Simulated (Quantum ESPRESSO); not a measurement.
The system is SiTe.

```
Si Te
1.0
     3.71434    0.00000    0.00000
    -1.85717    3.21671    0.00000
     0.00000    0.00000    4.97637
Si Te
1 1
Direct
  0.00000 0.00000 0.50000
  0.00000 0.00000 0.00000
```

The cell was built by a generator and needn't be a form met in nature.

* Program: Quantum ESPRESSO 7.5
* Task: phonons
* Functional: PBEsol
* Potentials or basis: PseudoDojo 0.4.1 SR PBEsol standard
* Cutoff: 1088 eV
* Density cutoff: 4354 eV
* k mesh: 8 × 8 × 6, shifted
* Occupations: fermi-dirac, width 0.05 eV
* Spin: no spin polarisation
* Mixing beta: 0.5
* Most SCF iterations: 120
* SCF threshold: 4e-10 Ry

Task: What is the highest optical frequency at the zone centre?

Result: 339 cm⁻¹, a mode of symmetry A2u (IR).

Optical modes at Γ, degenerate ones joined:
```csv
cm⁻¹,components,symmetry,active in
117i,2,E1u,IR
339,1,A2u,IR
```

Caveat: the mesh is thin for the phonons of a metal; some modes are imaginary.
